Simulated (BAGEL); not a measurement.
# GaH5O (SMILES [OH2+][GaH3-]): HF/STO-3G (density fitting with qzvpp-jkfit)

Aim: the energy change on altering one bond length of GaH5O at HF/STO-3G (density fitting with qzvpp-jkfit), from 2 runs. 

The results are computed with BAGEL 1.2.2.

6 further runs of the same task are left out: 3 that didn't finish, 3 set aside as unsound or not needed. Runs told in other sessions of the task aren't counted.

### 1 Starting point

GaH5O: 7 atoms, total charge 0, spin state singlet. As SMILES, `[OH2+][GaH3-]`. The coordinates come from a PBE0-D4/def2-TZVP relaxation.

Bond lengths: O1–Ga2 2.197 Å, O1–H3 0.963 Å, O1–H4 0.962 Å, Ga2–H5 1.570 Å, Ga2–H6 1.580 Å, Ga2–H7 1.581 Å. Angles: O1–Ga2–H5 99.8°, O1–Ga2–H6 93.8°, O1–Ga2–H7 94.4°, Ga2–O1–H3 108.3°, Ga2–O1–H4 109.4°, H5–Ga2–H6 119.5°, H5–Ga2–H7 119.2°, H6–Ga2–H7 118.0°, H3–O1–H4 106.7°.

### 2 The energy at HF/STO-3G (density fitting with qzvpp-jkfit)

input.json reads:

```json
{ "bagel" : [

{
  "title" : "molecule",
  "basis" : "sto-3g",
  "df_basis" : "qzvpp-jkfit",
  "angstrom" : true,
  "geometry" : [
    { "atom" : "O", "xyz" : [   -0.245000,   -1.218100,   -0.170400 ] },
    { "atom" : "Ga", "xyz" : [    0.157500,    0.941300,   -0.135800 ] },
    { "atom" : "H", "xyz" : [   -0.952900,   -1.404300,    0.454600 ] },
    { "atom" : "H", "xyz" : [    0.531600,   -1.693700,    0.141100 ] },
    { "atom" : "H", "xyz" : [    0.082000,    1.250600,   -1.673300 ] },
    { "atom" : "H", "xyz" : [   -1.084700,    1.265700,    0.785600 ] },
    { "atom" : "H", "xyz" : [    1.572600,    0.790500,    0.552500 ] }
  ]
},
{
  "title" : "hf",
  "charge" : 0
},
{
  "title" : "print",
  "file" : "orbitals.molden",
  "orbitals" : true
}

]}
```

The run is started by

```console
$ BAGEL_NUM_THREADS=1 BAGEL input.json > input.out
```

The program printed:

```text
* using 1 threads per process

  ===============================================================
  ===============================================================

  *** Geometry ***

  { "atom" : "O", "xyz" : [     -0.462983,     -2.301875,     -0.322009 ] },
  { "atom" : "Ga", "xyz" : [      0.297632,      1.778799,     -0.256625 ] },
  { "atom" : "H", "xyz" : [     -1.800720,     -2.653742,      0.859069 ] },
  { "atom" : "H", "xyz" : [      1.004578,     -3.200629,      0.266640 ] },
  { "atom" : "H", "xyz" : [      0.154958,      2.363291,     -3.162079 ] },
  { "atom" : "H", "xyz" : [     -2.049786,      2.391826,      1.484569 ] },
  { "atom" : "H", "xyz" : [      2.971783,      1.493829,      1.044074 ] },

  Number of auxiliary basis functions:      433

  Since a DF basis is specified, we compute 2- and 3-index integrals:
    o Being stored without compression. Storage requirement is 0.003 GB

  Number of basis functions:       28
  Number of electrons      :       44

    * METHOD: MOLECULE                             0.11

  *** RHF ***

  === Nuclear Repulsion ===
   118.4478120257

      * DIIS with orbital gradients will be used.

  === RHF iteration (sto-3g) ===
      0      -1977.55782741          0.00903238           0.01
      1      -1977.59048509          0.00267549           0.02
      2      -1977.59360648          0.00088554           0.02
      3      -1977.59409214          0.00038810           0.02
      4      -1977.59429039          0.00025212           0.02
      5      -1977.59443560          0.00007068           0.02
      6      -1977.59444232          0.00002547           0.01
      7      -1977.59444333          0.00000890           0.01
      8      -1977.59444345          0.00000215           0.02
      9      -1977.59444345          0.00000059           0.02
     10      -1977.59444345          0.00000041           0.02
     11      -1977.59444345          0.00000027           0.02
     12      -1977.59444345          0.00000015           0.02
     13      -1977.59444345          0.00000007           0.01
     14      -1977.59444345          0.00000003           0.02
     15      -1977.59444345          0.00000001           0.02
     16      -1977.59444345          0.00000000           0.02
    * SCF iteration converged.

    * Permanent dipole moment:
           (    0.181390,     1.669790,    -0.574641) a.u.

    * METHOD: HF                                   0.34

    * METHOD: PRINT                                0.00

  ===============================================================
```

Run time: 0.6 s. Hardware: 1 thread of Arm Neoverse V2, shared host.

### 3 The distorted shape

input.json reads:

```json
{ "bagel" : [

{
  "title" : "molecule",
  "basis" : "sto-3g",
  "df_basis" : "qzvpp-jkfit",
  "angstrom" : true,
  "geometry" : [
    { "atom" : "O", "xyz" : [   -0.365746,   -1.865897,   -0.180780 ] },
    { "atom" : "Ga", "xyz" : [    0.157500,    0.941300,   -0.135800 ] },
    { "atom" : "H", "xyz" : [   -1.073646,   -2.052097,    0.444220 ] },
    { "atom" : "H", "xyz" : [    0.410854,   -2.341497,    0.130720 ] },
    { "atom" : "H", "xyz" : [    0.082000,    1.250600,   -1.673300 ] },
    { "atom" : "H", "xyz" : [   -1.084700,    1.265700,    0.785600 ] },
    { "atom" : "H", "xyz" : [    1.572600,    0.790500,    0.552500 ] }
  ]
},
{ "title" : "hf" },
{ "title" : "print", "file" : "orbitals.molden", "orbitals" : true }

]}
```

The run is started by

```console
$ BAGEL_NUM_THREADS=1 BAGEL input.json > input.out
```

The program printed:

```text
* using 1 threads per process

  ===============================================================
  ===============================================================

  *** Geometry ***

  { "atom" : "O", "xyz" : [     -0.691160,     -3.526034,     -0.341625 ] },
  { "atom" : "Ga", "xyz" : [      0.297632,      1.778799,     -0.256625 ] },
  { "atom" : "H", "xyz" : [     -2.028897,     -3.877901,      0.839454 ] },
  { "atom" : "H", "xyz" : [      0.776402,     -4.424788,      0.247025 ] },
  { "atom" : "H", "xyz" : [      0.154958,      2.363291,     -3.162079 ] },
  { "atom" : "H", "xyz" : [     -2.049786,      2.391826,      1.484569 ] },
  { "atom" : "H", "xyz" : [      2.971783,      1.493829,      1.044074 ] },

  Number of auxiliary basis functions:      433

  Since a DF basis is specified, we compute 2- and 3-index integrals:
    o Being stored without compression. Storage requirement is 0.003 GB

  Number of basis functions:       28
  Number of electrons      :       44

    * METHOD: MOLECULE                             0.10

  *** RHF ***

  === Nuclear Repulsion ===
   101.4167052268

      * DIIS with orbital gradients will be used.

  === RHF iteration (sto-3g) ===
      0      -1977.50495959          0.01192784           0.01
      1      -1977.54870847          0.00264290           0.01
      2      -1977.55127535          0.00076105           0.01
      3      -1977.55160073          0.00017870           0.01
      4      -1977.55163779          0.00014683           0.01
      5      -1977.55168375          0.00012510           0.01
      6      -1977.55174560          0.00009341           0.01
      7      -1977.55180738          0.00004201           0.01
      8      -1977.55181070          0.00001496           0.01
      9      -1977.55181134          0.00000696           0.01
     10      -1977.55181140          0.00000637           0.01
     11      -1977.55181146          0.00000609           0.01
     12      -1977.55181187          0.00000426           0.01
     13      -1977.55181219          0.00000155           0.01
     14      -1977.55181221          0.00000092           0.01
     15      -1977.55181221          0.00000076           0.01
     16      -1977.55181221          0.00000062           0.01
     17      -1977.55181222          0.00000037           0.01
     18      -1977.55181222          0.00000021           0.01
     19      -1977.55181222          0.00000019           0.01
     20      -1977.55181222          0.00000015           0.01
     21      -1977.55181222          0.00000008           0.01
     22      -1977.55181222          0.00000007           0.01
     23      -1977.55181222          0.00000006           0.01
     24      -1977.55181222          0.00000005           0.01
     25      -1977.55181222          0.00000004           0.01
     26      -1977.55181222          0.00000004           0.01
     27      -1977.55181222          0.00000003           0.01
     28      -1977.55181222          0.00000003           0.01
     29      -1977.55181222          0.00000002           0.01
     30      -1977.55181222          0.00000002           0.01
     31      -1977.55181222          0.00000001           0.01
     32      -1977.55181222          0.00000001           0.01
     33      -1977.55181222          0.00000001           0.01
    * SCF iteration converged.

    * Permanent dipole moment:
           (    0.057912,     0.925442,    -0.538924) a.u.

    * METHOD: HF                                   0.48

    * METHOD: PRINT                                0.00

  ===============================================================
```

Wall time 0.74 s (1 thread of Arm Neoverse V2, shared host).

### 4 Summary of results

Level: HF/STO-3G (density fitting with qzvpp-jkfit).

| quantity | value |
| --- | --- |
| first shape: total energy | -1977.59444 Eh |
| first shape: dipole moment | 4.51 D |
| first shape: HOMO energy | -5.76 eV |
| first shape: LUMO energy | 8.28 eV |
| first shape: HOMO–LUMO gap | 14.04 eV |
| distorted shape: total energy | -1977.55181 Eh |
| distorted shape: dipole moment | 2.73 D |
| distorted shape: HOMO energy | -6.40 eV |
| distorted shape: LUMO energy | 5.68 eV |
| distorted shape: HOMO–LUMO gap | 12.08 eV |
| energy change with the O1–Ga2 bond stretched from 2.197 to 2.856 Å | 1.160 eV |

What this shows: With the O1–Ga2 bond stretched from 2.197 to 2.856 Å the energy rises by 1.16 eV (27 kcal/mol). The first shape isn't relaxed at this level, so the change isn't measured from a minimum. The minimal basis adds a large error of its own.
